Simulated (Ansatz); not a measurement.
**Potassium, hcp under LDA: structure, energy and stiffness**

The plan for potassium in the hcp structure: relax it, solve it on a dense k-mesh, switch on spin-orbit coupling, then scale the cell to 7 volumes from 88 to 112 % of the relaxed one and try a fit of the equation of state. The k-meshes are 8×8×4 for the relaxation; 13×13×7 for the dense run; 8×8×5 for spin-orbit coupling; 9×9×5 for the volumes.

This is K in the hcp structure; at room conditions it is bcc.

Method: DFT LDA (PW92), plane waves (420 eV) with PAW, scalar-relativistic; PBE-made PAW files, in Ansatz 0.2.0.

### Step 1. The system as given

It takes space group P6_3/mmc (No. 194, hexagonal). Conventional cell: a = 4.655 Å, b = 4.655 Å, c = 7.602 Å, α = 90.00°, β = 90.00°, γ = 120.00°.

As a file:

```cif
data_structure
_symmetry_space_group_name_H-M 'P 1'
_symmetry_Int_Tables_number 1
_cell_length_a 4.6549
_cell_length_b 4.6549
_cell_length_c 7.6015
_cell_angle_alpha 90.000
_cell_angle_beta 90.000
_cell_angle_gamma 120.000
_cell_volume 142.65
loop_
_atom_site_label
_atom_site_type_symbol
_atom_site_fract_x
_atom_site_fract_y
_atom_site_fract_z
_atom_site_occupancy
K1 K 0.33333 0.66667 0.25000 1
K2 K 0.66667 0.33333 0.75000 1
```

### Step 2. Relaxation of the cell

Input file input.yaml:

```yaml
crystal:
  lattice:
    - [4.6549393048, 0.0, 0.0]
    - [-2.3274696524, 4.031295691, 0.0]
    - [0.0, 0.0, 7.6015158847]
  atoms:
    - { symbol: K, position: [0.3333333333, 0.6666666667, 0.25] }
    - { symbol: K, position: [0.6666666667, 0.3333333333, 0.75] }
hamiltonian:
  xc: lda
  pseudopotentials:
    kind: paw
    azcp:
      K: "pseudopotentials/K.paw.azcp"
basis:
  ecutwfc: 420
  fft_grid_basis: typed
kpoints:
  mp_grid: { grid: [8, 8, 4], shift: [0, 0, 0] }
magnetization:
  spin_polarized: false
scf:
  occupations: { method: fermi_dirac, width: 0.1 }
relax:
  max_steps: 60
  f_tol: 0.01
  cell: {}
```

Further steps of the session: The energy on a finer k-mesh; Spin-orbit coupling switched on; Equation of state: 88 %; Equation of state: 92 %; Equation of state: 96 %; Equation of state: 100 %; Equation of state: 104 %; Equation of state: 108 %; Equation of state: 112 %.

**Question.** What will these runs give? Wanted: space group; conventional cell; volume; shortest distance; gap on the mesh; V₀, B₀, B₀′.

**Answer**, as computed:

```
                      quantity                                   value
space group (spins left aside)                      P6_3/mmc (No. 194)
             conventional cell  a = 4.510 Å, c = 7.343 Å (c/a = 1.628)
                        volume                          64.668 Å³/atom
             shortest distance                                 4.501 Å
               gap on the mesh            none (levels filled in part)
                   V₀, B₀, B₀′            64.263 Å³/atom, 4.5 GPa, 3.8
```

What this shows: From the guessed start the volume shrank by 9.3 % in 5 steps. Levels at the Fermi energy are filled in part, as in a metal. The total energy of the spin-orbit run (on a coarser mesh) lies -20 meV/atom from the scalar one; mesh and treatment of the core enter this figure, so it is no spin-orbit energy. B₀ comes out at 4.5 GPa, a soft solid; letting shape and positions relax at each volume could only lower it. Relaxation kept the symmetry; phonons were not checked.
